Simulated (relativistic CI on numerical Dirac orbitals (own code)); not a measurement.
**Sm LIX (Sm⁵⁸⁺): levels and lines**

Aim: the low levels of Sm⁵⁸⁺, their labels and the strongest lines; further runs change one setting each.

The numbers are computed with relativistic CI on numerical Dirac orbitals (own code) version 2 (Dirac-Coulomb-Breit CI, KLI orbitals optimised for each configuration, model QED (radiative potential, 1s self-energy scaled to tabulated hydrogen-like ionisation energies)), except any that are marked as measured or tabulated.

## 1. Starting point

```
ion                       : Sm⁵⁸⁺ (Sm LIX)
nuclear charge            : 62
electrons                 : 4
isotope                   : A = 152
first configuration typed : [He] 2s2
```

Outer shells as boxes (Hund's rule):

first configuration typed
```
[He] core
2s [↑↓]
```

## 2. The main run

The run's settings:

```ini
atom Sm  Z=62  charge=58  electrons=4
nucleus A=152  rms_radius_fm=5.0819
hamiltonian dirac-coulomb  breit=on  qed=on  c_scale=1
orbitals kli  potential=per-configuration
slater_scale 1
correlation none
mixing on
configurations
  [He] 2s2
  [He] 2s 2p
  [He] 2p2
  [He] 2p 3s
  [He] 2p 3p
  [He] 2s 3s
  [He] 2s 3p
  [He] 2s 3d
  [He] 2s 4s
  [He] 2s 4p
  [He] 2s 4d
  [He] 2s 4f
  [He] 2s 5s
  [He] 3s2
  [He] 2s 5p
  [He] 2s 5d
  [He] 2s 5f
  [He] 2s 5g
  [He] 3s 3p
  [He] 3p2
end
```

## 3. Correlation estimate p86

Settings: those of step 2 with these lines changed.

```diff
@@ -5,3 +5,3 @@
 slater_scale 1
-correlation none
+correlation p86
 mixing on
```

## 4. Without configuration mixing

Settings: those of step 3 with these lines changed.

```diff
@@ -5,4 +5,4 @@
 slater_scale 1
-correlation p86
-mixing on
+correlation none
+mixing off
 configurations
```

## 5. Non-relativistic limit (c × 1000)

Settings: those of step 4 with these lines changed.

```diff
@@ -2,3 +2,3 @@
 nucleus A=152  rms_radius_fm=5.0819
-hamiltonian dirac-coulomb  breit=on  qed=on  c_scale=1
+hamiltonian dirac-coulomb  breit=off  qed=off  c_scale=1000
 orbitals kli  potential=per-configuration
@@ -6,3 +6,3 @@
 correlation none
-mixing off
+mixing on
 configurations
```

(Steps that only read results are left out.)

Q: Predict the outcome of this session. Wanted: lowest level; first excitation; lowest level of the other parity; fastest E1 line; ionisation energy.

**Answer**, as computed:

| run | time | mean size of shift, levels followed (cm⁻¹) | lowest level | ionisation energy (eV) |
| --- | --- | --- | --- | --- |
| main run | 1.1 s | 0 | 2s2 1S0 | 12992 |
| correlation estimate p86 | 1.4 s | 2435 | 2s2 1S0 | 12994 |
| without configuration mixing | 1.1 s | 86038 | 2s2 1S0 | - |
| non-relativistic limit (c × 1000) | 0.49 s | 4226525 | 2s2 1S0 | - |

The tabulated theoretical ionisation energy (NIST) is 12992 eV.

| quantity | value |
| --- | --- |
| lowest level | 2s2 1S0 |
| first excitation | 2s 2p 3P°0, 128.35 eV |
| lowest level of the other parity | 2s 2p 3P°0, 128.35 eV |
| levels in the model | 76 |
| fastest E1 line (by rate) to the lowest level among the lowest 66 of 76 levels | 0.1628 nm, from 2s 3p [2s 3p3/2] J=1° |
| ionisation energy | 12992 eV |
| ionisation energy, tabulated theoretical (NIST) | 12992 eV |

2s2 1S0 comes out lowest; its LS label holds 98 % and its jj label 98 %; over the low levels the means are 83 and 99 %, so jj coupling describes them better. The ionisation energy agrees with the tabulated theoretical value within its uncertainty of 6 eV. The largest mover is «non-relativistic limit (c × 1000)» (4226525 cm⁻¹ on average). Lifetimes count radiative decay inside the model alone.
